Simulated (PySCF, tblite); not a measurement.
# C₈H₇ClSi: infrared bands, NMR shifts and electronic excitations in gas and solvents, part 2 of 2

tblite 0.8.0 and PySCF 2.14.0. Atoms count from 0. The steps go on from the part before.

## Step 7: Nuclear shieldings: PBE/pcSseg-1

Job settings and geometry (Å):

```
{"job": {"kind": "nmr", "xc": "PBE", "basis": "pcSseg-1", "pop": false}, "charge": 0, "multiplicity": 1}
Cl    -0.061716     6.460190     0.456718
C      0.246444     4.759533     0.622110
C      1.570538     4.315471     0.624370
C      1.846315     2.958154     0.755304
C      0.803823     2.034280     0.884370
C     -0.514154     2.474310     0.882237
C     -0.810293     3.853181     0.749725
C     -2.244106     4.192990     0.760702
C     -3.125224     3.178662     0.892810
Si    -2.165363     1.579282     1.031212
H      2.375702     5.044961     0.522434
H      2.884935     2.619804     0.755931
H      1.035541     0.971045     0.986456
H     -2.536349     5.242848     0.662079
H     -4.202572     3.355571     0.909186
H     -2.338919     0.864547     2.332787
H     -2.419427     0.603569    -0.072471
```

With the program's defaults for keys left out, this is: GIAO PBE/pcSseg-1 NMR shielding, non-relativistic, gas phase.

The log of the run:

```text
coarse grid: 16280 points
cycle   1  E = -1057.7826494287  dE =  1.308e+00  |g| = 5.742e-01  |ddm| = 4.548e+00
cycle   2  E = -1057.6096295365  dE =  1.730e-01  |g| = 9.674e-01  |ddm| = 1.658e+00
cycle   3  E = -1057.8551547856  dE = -2.455e-01  |g| = 2.486e-01  |ddm| = 1.292e+00
cycle   4  E = -1057.8721297085  dE = -1.697e-02  |g| = 7.626e-02  |ddm| = 3.721e-01
cycle   5  E = -1057.8737445610  dE = -1.615e-03  |g| = 2.753e-02  |ddm| = 1.454e-01
cycle   6  E = -1057.8739150522  dE = -1.705e-04  |g| = 9.634e-03  |ddm| = 3.753e-02
cycle   7  E = -1057.8739323831  dE = -1.733e-05  |g| = 5.439e-03  |ddm| = 1.359e-02
cycle   8  E = -1057.8739401824  dE = -7.799e-06  |g| = 1.319e-03  |ddm| = 6.705e-03
final grid: 150944 points
cycle   9  E = -1057.9528561103  dE = -3.427e-05  |g| = 1.272e-02  |ddm| = 8.045e-02
cycle  10  E = -1057.9527546370  dE =  1.015e-04  |g| = 2.237e-02  |ddm| = 4.930e-02
cycle  11  E = -1057.9528922774  dE = -1.376e-04  |g| = 5.760e-03  |ddm| = 3.722e-02
cycle  12  E = -1057.9529005410  dE = -8.264e-06  |g| = 1.481e-03  |ddm| = 6.735e-03
cycle  13  E = -1057.9529011041  dE = -5.631e-07  |g| = 3.217e-04  |ddm| = 1.840e-03
cycle  14  E = -1057.9529011311  dE = -2.702e-08  |g| = 1.257e-04  |ddm| = 5.257e-04
cycle  15  E = -1057.9529011354  dE = -4.269e-09  |g| = 3.941e-05  |ddm| = 1.826e-04
cycle  16  E = -1057.9529011357  dE = -3.711e-10  |g| = 1.370e-05  |ddm| = 5.448e-05
converged SCF energy = -1057.9529011357

GIAO shielding tensors (ppm)
atom      isotropic    diamagn.    paramagn.     s11        s22        s33       span
  0 Cl     693.401    1142.042    -448.642    506.712    624.226    949.265    442.553
  1 C       38.647     246.515    -207.868    -40.238     49.326    106.855    147.093
  2 C       45.812     250.398    -204.586    -49.138     39.928    146.645    195.783
  3 C       48.500     254.164    -205.664    -55.132     39.578    161.055    216.187
  4 C       46.388     252.020    -205.632    -59.527     31.683    167.007    226.534
  5 C       41.668     259.649    -217.981    -39.325     -1.616    165.947    205.272
  6 C       29.684     252.405    -222.721    -54.541      9.235    134.359    188.899
  7 C       22.610     243.655    -221.046    -89.796     30.419    127.205    217.000
  8 C       48.923     266.634    -217.711    -55.832     39.368    163.233    219.065
  9 Si     372.317     883.589    -511.272    290.757    378.586    447.608    156.851
 10 H       23.937      27.737      -3.801     19.944     23.198     28.669      8.726
 11 H       24.079      31.444      -7.364     20.891     24.559     26.787      5.896
 12 H       23.801      35.353     -11.552     20.030     23.789     27.584      7.554
 13 H       23.284      28.391      -5.107     19.773     20.656     29.422      9.649
 14 H       24.812      27.589      -2.777     23.880     24.140     26.414      2.534
 15 H       26.169      29.473      -3.304     22.846     24.442     31.220      8.374
 16 H       26.169      30.644      -4.475     22.828     24.451     31.227      8.399
```

It took 2.6 min on 1 thread of Intel Xeon at 2.50GHz, shared host; peak memory 0.85 GiB.

Key values: δ C7 157.4, C6 150.3, C1 141.4, C5 138.4, H13 7.91, H12 7.40 ppm.

## Step 8: NMR shieldings: PBE0/pcSseg-1 in acetonitrile

The job, as its differences from that of step 7:

```diff
@@ -1,2 +1,2 @@
-{"job": {"kind": "nmr", "xc": "PBE", "basis": "pcSseg-1", "pop": false}, "charge": 0, "multiplicity": 1}
+{"job": {"kind": "nmr", "xc": "PBE0", "basis": "pcSseg-1", "solvent": "acetonitrile", "pop": true}, "charge": 0, "multiplicity": 1}
 Cl    -0.061716     6.460190     0.456718
```

Method: GIAO PBE0/pcSseg-1 NMR shielding, non-relativistic, IEF-PCM acetonitrile.

The log of the run:

```text
coarse grid: 16280 points
cycle   1  E = -1057.9376296009  dE =  1.650e+00  |g| = 4.059e-01  |ddm| = 4.422e+00
cycle   2  E = -1057.9131506002  dE =  2.448e-02  |g| = 5.196e-01  |ddm| = 9.524e-01
cycle   3  E = -1057.9799715615  dE = -6.682e-02  |g| = 9.500e-02  |ddm| = 5.675e-01
cycle   4  E = -1057.9821813612  dE = -2.210e-03  |g| = 3.422e-02  |ddm| = 1.489e-01
cycle   5  E = -1057.9824889353  dE = -3.076e-04  |g| = 9.136e-03  |ddm| = 5.295e-02
cycle   6  E = -1057.9825081946  dE = -1.926e-05  |g| = 1.991e-03  |ddm| = 1.147e-02
cycle   7  E = -1057.9825089579  dE = -7.633e-07  |g| = 9.855e-04  |ddm| = 2.600e-03
final grid: 150944 points
cycle   8  E = -1058.0403387321  dE = -3.636e-05  |g| = 6.867e-03  |ddm| = 6.089e-02
cycle   9  E = -1058.0403372014  dE =  1.531e-06  |g| = 7.172e-03  |ddm| = 1.663e-02
cycle  10  E = -1058.0403511610  dE = -1.396e-05  |g| = 8.719e-04  |ddm| = 8.615e-03
cycle  11  E = -1058.0403512899  dE = -1.288e-07  |g| = 3.369e-04  |ddm| = 1.101e-03
cycle  12  E = -1058.0403513194  dE = -2.953e-08  |g| = 7.489e-05  |ddm| = 4.131e-04
cycle  13  E = -1058.0403513207  dE = -1.348e-09  |g| = 2.272e-05  |ddm| = 1.045e-04
cycle  14  E = -1058.0403513209  dE = -1.251e-10  |g| = 6.970e-06  |ddm| = 2.769e-05
converged SCF energy = -1058.0403513209

GIAO shielding tensors (ppm)
atom      isotropic    diamagn.    paramagn.     s11        s22        s33       span
  0 Cl     743.770    1142.098    -398.328    569.868    672.273    989.170    419.302
  1 C       44.345     247.550    -203.204    -42.225     59.826    115.436    157.661
  2 C       46.801     251.004    -204.203    -51.701     37.125    154.980    206.680
  3 C       49.242     253.976    -204.734    -58.200     36.037    169.888    228.089
  4 C       46.084     250.349    -204.265    -64.535     27.058    175.729    240.265
  5 C       44.093     259.292    -215.199    -41.455     -0.933    174.666    216.120
  6 C       32.474     254.010    -221.536    -57.808     13.066    142.165    199.973
  7 C       25.512     245.361    -219.850    -96.317     37.666    135.188    231.505
  8 C       48.812     267.078    -218.267    -63.947     40.062    170.319    234.266
  9 Si     387.117     881.826    -494.709    311.571    392.933    456.847    145.277
 10 H       23.566      28.065      -4.499     19.180     23.116     28.403      9.222
 11 H       23.660      30.853      -7.193     20.155     24.482     26.345      6.190
 12 H       23.383      34.117     -10.734     19.302     23.676     27.170      7.868
 13 H       23.195      28.933      -5.738     19.393     20.605     29.588     10.195
 14 H       24.426      27.410      -2.984     23.458     23.559     26.260      2.802
 15 H       26.307      29.082      -2.776     22.869     24.493     31.559      8.689
 16 H       26.303      30.061      -3.758     22.846     24.498     31.565      8.718
```

Wall time 1.9 min (1 thread of Intel Xeon at 2.50GHz, shared host); peak memory 1.2 GiB.

Key values: δ C7 160.0, C6 153.0, C5 141.4, C1 141.1, H13 8.05, H12 7.86 ppm.

## Step 9: NMR shieldings: PBE0/pcSseg-1 in dimethylsulfoxide

The job, as its differences from that of step 8:

```diff
@@ -1,2 +1,2 @@
-{"job": {"kind": "nmr", "xc": "PBE0", "basis": "pcSseg-1", "solvent": "acetonitrile", "pop": true}, "charge": 0, "multiplicity": 1}
+{"job": {"kind": "nmr", "xc": "PBE0", "basis": "pcSseg-1", "solvent": "dimethylsulfoxide", "pop": false}, "charge": 0, "multiplicity": 1}
 Cl    -0.061716     6.460190     0.456718
```

Level: GIAO PBE0/pcSseg-1 NMR shielding, non-relativistic, IEF-PCM dimethylsulfoxide.

The log of the run:

```text
coarse grid: 16280 points
cycle   1  E = -1057.9377069737  dE =  1.650e+00  |g| = 4.058e-01  |ddm| = 4.422e+00
cycle   2  E = -1057.9133107764  dE =  2.440e-02  |g| = 5.193e-01  |ddm| = 9.517e-01
cycle   3  E = -1057.9800470951  dE = -6.674e-02  |g| = 9.477e-02  |ddm| = 5.667e-01
cycle   4  E = -1057.9822454745  dE = -2.198e-03  |g| = 3.416e-02  |ddm| = 1.484e-01
cycle   5  E = -1057.9825519143  dE = -3.064e-04  |g| = 9.099e-03  |ddm| = 5.276e-02
cycle   6  E = -1057.9825710170  dE = -1.910e-05  |g| = 1.984e-03  |ddm| = 1.143e-02
cycle   7  E = -1057.9825717757  dE = -7.586e-07  |g| = 9.795e-04  |ddm| = 2.586e-03
final grid: 150944 points
cycle   8  E = -1058.0404008794  dE = -3.638e-05  |g| = 6.861e-03  |ddm| = 6.090e-02
cycle   9  E = -1058.0403993922  dE =  1.487e-06  |g| = 7.155e-03  |ddm| = 1.660e-02
cycle  10  E = -1058.0404132897  dE = -1.390e-05  |g| = 8.666e-04  |ddm| = 8.588e-03
cycle  11  E = -1058.0404134166  dE = -1.269e-07  |g| = 3.340e-04  |ddm| = 1.093e-03
cycle  12  E = -1058.0404134455  dE = -2.897e-08  |g| = 7.488e-05  |ddm| = 4.094e-04
cycle  13  E = -1058.0404134469  dE = -1.359e-09  |g| = 2.265e-05  |ddm| = 1.044e-04
cycle  14  E = -1058.0404134470  dE = -1.164e-10  |g| = 6.942e-06  |ddm| = 2.760e-05
converged SCF energy = -1058.0404134470

GIAO shielding tensors (ppm)
atom      isotropic    diamagn.    paramagn.     s11        s22        s33       span
  0 Cl     743.854    1142.102    -398.248    570.014    672.319    989.228    419.214
  1 C       44.360     247.564    -203.204    -42.213     59.873    115.422    157.635
  2 C       46.790     250.997    -204.207    -51.708     37.083    154.995    206.703
  3 C       49.220     253.969    -204.749    -58.218     35.976    169.903    228.122
  4 C       46.059     250.338    -204.279    -64.559     26.981    175.755    240.315
  5 C       44.087     259.287    -215.199    -41.456     -0.948    174.666    216.121
  6 C       32.478     254.019    -221.541    -57.802     13.069    142.168    199.971
  7 C       25.518     245.358    -219.840    -96.312     37.672    135.194    231.506
  8 C       48.776     267.078    -218.302    -63.992     39.987    170.333    234.326
  9 Si     387.109     881.822    -494.714    311.566    392.935    456.826    145.260
 10 H       23.563      28.067      -4.504     19.175     23.113     28.400      9.225
 11 H       23.656      30.848      -7.192     20.150     24.478     26.341      6.191
 12 H       23.379      34.107     -10.729     19.298     23.671     27.166      7.868
 13 H       23.194      28.936      -5.743     19.390     20.604     29.586     10.196
 14 H       24.421      27.409      -2.987     23.454     23.554     26.256      2.803
 15 H       26.307      29.080      -2.774     22.869     24.492     31.559      8.690
 16 H       26.303      30.057      -3.754     22.846     24.498     31.564      8.718
```

It took 1.7 min on 1 thread of Intel Xeon at 2.50GHz, shared host; peak memory 1.2 GiB.

In short: δ C7 160.0, C6 153.0, C5 141.4, C1 141.1, H13 8.05, H12 7.86 ppm.

## Step 10: Excited states and response: B3LYP/def2-SVPD in acetonitrile

The job, as its differences from that of step 9:

```diff
@@ -1,2 +1,2 @@
-{"job": {"kind": "nmr", "xc": "PBE0", "basis": "pcSseg-1", "solvent": "dimethylsulfoxide", "pop": false}, "charge": 0, "multiplicity": 1}
+{"job": {"kind": "uv", "xc": "B3LYP", "basis": "def2-SVPD", "solvent": "acetonitrile", "nstates": 6, "ntriplets": 0}, "charge": 0, "multiplicity": 1}
 Cl    -0.061716     6.460190     0.456718
```

Method: TDDFT B3LYP/def2-SVPD, vertical, IEF-PCM acetonitrile (non-equilibrium linear response), core orbitals frozen in the response.

The log of the run:

```text
coarse grid: 16280 points
cycle   1  E = -1058.1484682243  dE =  1.481e+00  |g| = 4.395e-01  |ddm| = 1.337e+01
cycle   2  E = -1058.1080440939  dE =  4.042e-02  |g| = 5.873e-01  |ddm| = 3.121e+00
cycle   3  E = -1058.1987043684  dE = -9.066e-02  |g| = 1.128e-01  |ddm| = 1.852e+00
cycle   4  E = -1058.2019099630  dE = -3.206e-03  |g| = 4.047e-02  |ddm| = 5.500e-01
cycle   5  E = -1058.2023603965  dE = -4.504e-04  |g| = 1.047e-02  |ddm| = 1.911e-01
cycle   6  E = -1058.2023879066  dE = -2.751e-05  |g| = 2.422e-03  |ddm| = 4.201e-02
cycle   7  E = -1058.2023892493  dE = -1.343e-06  |g| = 9.063e-04  |ddm| = 9.311e-03
final grid: 150944 points
cycle   8  E = -1058.3481036159  dE = -4.415e-05  |g| = 5.040e-03  |ddm| = 3.708e-01
cycle   9  E = -1058.3480994026  dE =  4.213e-06  |g| = 6.388e-03  |ddm| = 3.855e-02
cycle  10  E = -1058.3481106206  dE = -1.122e-05  |g| = 6.362e-04  |ddm| = 2.138e-02
cycle  11  E = -1058.3481107201  dE = -9.949e-08  |g| = 2.466e-04  |ddm| = 2.347e-03
cycle  12  E = -1058.3481107367  dE = -1.660e-08  |g| = 6.522e-05  |ddm| = 1.034e-03
cycle  13  E = -1058.3481107377  dE = -1.042e-09  |g| = 2.291e-05  |ddm| = 2.406e-04
cycle  14  E = -1058.3481107379  dE = -1.305e-10  |g| = 4.939e-06  |ddm| = 7.536e-05
converged SCF energy = -1058.3481107379

Static polarisability (au): isotropic 193.396, principal 114.734 212.609 252.846

Singlet excitations
state   eV       nm        f      main configurations
  1   4.1472    299.0   0.12725   H->L 0.86
  2   4.5251    274.0   0.02697   H-1->L 0.76, H->L+1 0.15
  3   5.2339    236.9   0.37339   H->L+1 0.73, H-1->L 0.18
  4   5.6100    221.0   0.00052   H-4->L 0.53, H-2->L 0.46
  5   5.8151    213.2   0.00623   H-2->L 0.44, H-4->L 0.34, H->L+2 0.19
  6   5.8193    213.1   0.28087   H-1->L+1 0.88
```

It took 2.3 min on 1 thread of Intel Xeon at 2.50GHz, shared host; peak memory 1.2 GiB.

This run: HOMO -6.56 eV, LUMO -1.82 eV; lowest singlet 4.15 eV.

## Step 11: Comparing the runs: NMR shifts

Shifts (ppm) of some atoms, chosen among heavy atoms and hydrogens apart, with basis size and wall time:

```csv
run,C5,C2,C4,C3,C8,H12,H11,functions,time
PBE0/pcSseg-1,140.0,137.0,136.7,133.8,133.3,7.54,7.26,219,2.8 min
PBE/pcSseg-1,138.4,134.2,133.6,131.5,131.1,7.40,7.12,219,2.6 min
PBE0/pcSseg-1 in acetonitrile,141.4,138.7,139.4,136.2,136.7,7.86,7.58,219,1.9 min
PBE0/pcSseg-1 in dimethylsulfoxide,141.4,138.7,139.4,136.3,136.7,7.86,7.58,219,1.7 min
```

The continuum's effect on the ground state:

| solvent | ε | polarisation energy (Eh) | μ (D) |
| --- | --- | --- | --- |
| acetonitrile | 35.69 | -0.0056 | 1.82 |
| dimethylsulfoxide | 46.83 | -0.0057 | 1.82 |

## Step 12: Comparing the runs: electronic excitations

Excitations and ground-state properties, with basis size and wall time:

```
                            run  lowest singlet (eV)  brightest (eV)      f  gap (eV)  α (Å³)  μ (D)  functions     time
                B3LYP/def2-SVPD                 4.15            5.27  0.262      4.72   19.85   1.20        267   15 min
B3LYP/def2-SVPD in acetonitrile                 4.15            5.23  0.373      4.74   28.66   1.72        267  2.3 min
```

## Step 13: Summary of results

The summary covers parts 1 to 2.

| quantity | value |
| --- | --- |
| strongest single infrared mode (GFN2-xTB) | 2253 cm⁻¹, 444 km/mol |
| zero-point energy (GFN2-xTB) | 72.9 kcal/mol |
| point group | Cs |
| rotational constants (main isotopes) | 1.62, 0.84, 0.56 GHz |
| ¹³C shifts against TMS (PBE0/pcSseg-1) | 159.3, 152.4, 141.6, 140.0, 137.0, 136.7, 133.8, 133.3 ppm |
| ¹H shifts against TMS (PBE0/pcSseg-1, means over atoms taken as alike) | 7.97, 7.54, 7.43, 7.26, 6.50, 4.93 ppm |
| ³⁵Cl shifts against HCl (PBE0/pcSseg-1) | 210 ppm |
| ²⁹Si shifts against TMS (PBE0/pcSseg-1) | -35.6 ppm |
| surface potential, 1st and 99th percentile | -0.52 V and 1.09 V |
| lowest singlet (B3LYP/def2-SVPD) | 4.15 eV (299 nm), f = 0.086 |
| brightest single state of those computed | state 3, 5.27 eV, f = 0.262 |
| lowest triplet | 2.95 eV |
| vertical ionisation energy (ΔSCF) | 8.36 eV |
| vertical electron affinity (ΔSCF) | 0.19 eV |
| range of the shift of C8 (PBE0/pcSseg-1 runs) | 133.3 to 136.7 ppm |
| range of the lowest singlet | 4.15 to 4.15 eV |

**Reading.** All 45 modes are real, so the xTB geometry is a minimum. The strongest single mode, at 2253 cm⁻¹, moves mainly H16 and H15. GFN2-xTB is a fitted tight-binding method: band positions and strengths are rough. Its intensities can rank the bands wrongly. Over 7 steps the energy fell by 0.219 eV; of the close pairs, Si9–H15 changed most, 1.454 to 1.495 Å (PBE0/def2-SVP). No frequency check was run at this level, so the end point may be a saddle. At PBE0/pcSseg-1, counted by nearest atom on the grid, the HOMO lies on C8 21 %; C3, C6 about 15 % each, the LUMO on C8 18 %; C5, C6, C7 about 13 % each. The lowest singlet, at 4.15 eV, is HOMO→LUMO 0.82, HOMO→LUMO+1 0.09 and is bright; of the 10 states computed, the strongest absorption comes from state 3 at 5.27 eV. The lowest triplet lies 1.20 eV below the lowest singlet (triplets in Tamm-Dancoff, singlets in full TDDFT). The orbital energy would give 6.61 eV for ionisation, ΔSCF gives 8.36 eV. At one level, PBE0/pcSseg-1: Among the atoms with a shift in every run: In ppm, C8 moves most: its shift spreads over 3.4 ppm, from 133.3 (PBE0/pcSseg-1) to 136.7 (PBE0/pcSseg-1 in dimethylsulfoxide). Part of that comes from the computed reference. The continuum holds electrostatics alone: no hydrogen bonds to the solvent, and the gas-phase geometry is kept.
